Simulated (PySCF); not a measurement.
# C3H6BFO: the cost of one run

Computed with PySCF 2.14.0, with density-fitted response routines of our own, on a single molecule in the gas phase. Atoms count from 0, in the outputs and in this text.

### 1 Starting geometry

12 atoms, charge 0, multiplicity 1; geometry from: GFN2-xTB. The atoms were then displaced at random by about 0.01 Å, so the start is not that level's minimum.

Bonds of the start (Å): C0–C1 1.34, C1–F2 1.36, C1–O3 1.29, O3–B4 1.39, B4–C5 1.58, C0–H6 1.06, C0–H7 1.07, B4–H8 1.15, C5–H9 1.09, C5–H10 1.08, C5–H11 1.10.

### 2 Relaxing the molecule at PBE0-D3(BJ)/def2-SVP

Job settings and geometry (Å):

```
{"job": {"xc": "PBE0", "basis": "def2-SVP", "d3": "d3bj", "grid": 1, "shake": 0.01, "kind": "geom"}, "charge": 0, "multiplicity": 1}
C      2.555900     0.327300     0.666390
C      1.474870     0.112640    -0.101430
F      1.624970    -0.086980    -1.437420
O      0.259890     0.057880     0.323560
B     -0.899800    -0.185680    -0.395910
C     -2.255370    -0.189380     0.421830
H      3.528250     0.383120     0.235810
H      2.435020     0.520400     1.710250
H     -0.870220    -0.358170    -1.528910
H     -2.760330    -1.153520     0.323290
H     -2.948100     0.552140     0.046520
H     -2.105390    -0.008010     1.491720
```

Run with:

```
$ OMP_NUM_THREADS=1 python probes_run.py task.json out
```

This one command runs all jobs of the session in turn.

**Question.** How long does this first job take on 1 thread of Arm Neoverse V2, shared host, and how much memory does it need?

About 21 s, with a peak of 0.45 GiB.
